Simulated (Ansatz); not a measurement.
# FeRhC6N6: the cost of one run

Computed with Ansatz 0.2.0 (DFT PBE, scalar-relativistic, plane waves, PAW, unless a step's input says otherwise).

**1. The structure to begin with**

Symmetry: Fm-3m, No. 225, cubic system. Conventional cell: a = 10.234 Å, b = 10.234 Å, c = 10.234 Å, α = 90.00°, β = 90.00°, γ = 90.00°. Fe (site symmetry m-3m) has 6 N at 2.03 Å in its first shell of neighbours. Rh (site symmetry m-3m) is surrounded by 6 C at 1.92 Å. Around C (site symmetry 4mm) lie 1 N at 1.17 Å and 1 Rh at 1.92 Å. Around N (site symmetry 4mm) lie 1 C at 1.17 Å and 1 Fe at 2.03 Å.

As a file:

```xyz
14
Lattice="0.0000 5.1170 5.1170 5.1170 0.0000 5.1170 5.1170 5.1170 0.0000" Properties=species:S:1:pos:R:3 pbc="T T T"
Fe    5.1170    5.1170    5.1170
Rh    0.0000    0.0000    0.0000
C     1.9170    5.1170    5.1170
C     5.1170    1.9170    5.1170
C     5.1170    5.1170    1.9170
C     8.3170    5.1170    5.1170
C     5.1170    8.3170    5.1170
C     5.1170    5.1170    8.3170
N     3.0870    5.1170    5.1170
N     5.1170    3.0870    5.1170
N     5.1170    5.1170    3.0870
N     7.1470    5.1170    5.1170
N     5.1170    7.1470    5.1170
N     5.1170    5.1170    7.1470
```

A structure generator made this guess: cyanide-bridged rock-salt net of two metals, 0 guest cations a cell (Fm-3m, No. 225). Its size is a rough estimate.

**2. A first look at the guess**

Input file input.yaml:

```yaml
crystal:
  lattice:
    - [0.0, 5.117, 5.117]
    - [5.117, 0.0, 5.117]
    - [5.117, 5.117, 0.0]
  atoms:
    - { symbol: Fe, position: [0.5, 0.5, 0.5], spin: 4.0 }
    - { symbol: Rh, position: [0.0, 0.0, 0.0], spin: 1.0 }
    - { symbol: C, position: [0.81268321, 0.18731679, 0.18731679] }
    - { symbol: C, position: [0.18731679, 0.81268321, 0.18731679] }
    - { symbol: C, position: [0.18731679, 0.18731679, 0.81268321] }
    - { symbol: C, position: [0.18731679, 0.81268321, 0.81268321] }
    - { symbol: C, position: [0.81268321, 0.18731679, 0.81268321] }
    - { symbol: C, position: [0.81268321, 0.81268321, 0.18731679] }
    - { symbol: "N", position: [0.69835841, 0.30164159, 0.30164159] }
    - { symbol: "N", position: [0.30164159, 0.69835841, 0.30164159] }
    - { symbol: "N", position: [0.30164159, 0.30164159, 0.69835841] }
    - { symbol: "N", position: [0.30164159, 0.69835841, 0.69835841] }
    - { symbol: "N", position: [0.69835841, 0.30164159, 0.69835841] }
    - { symbol: "N", position: [0.69835841, 0.69835841, 0.30164159] }
basis:
  ecutwfc: 420
kpoints:
  mp_grid: { grid: [4, 4, 4] }
hamiltonian:
  xc: pbe
scf:
  occupations: { method: gaussian, width: 0.1 }
  lower_state_search: "off"
output:
  forces: true
  stress: true
  eigenvalues: true
  populations: true
magnetization:
  spin_polarized: true
```

Command:

```bash
$ ansatz run input.yaml --threads 1 --pin off --max-ram 2560MiB --backend cpu --events-out ev --progress --plain --runs-dir out
```

Q: Estimate wall time and peak memory on 1 thread of Intel Xeon Platinum 8259CL at 2.50GHz (Skylake/Cascade Lake), shared host.

About 25 s, with a peak of 0.73 GiB.
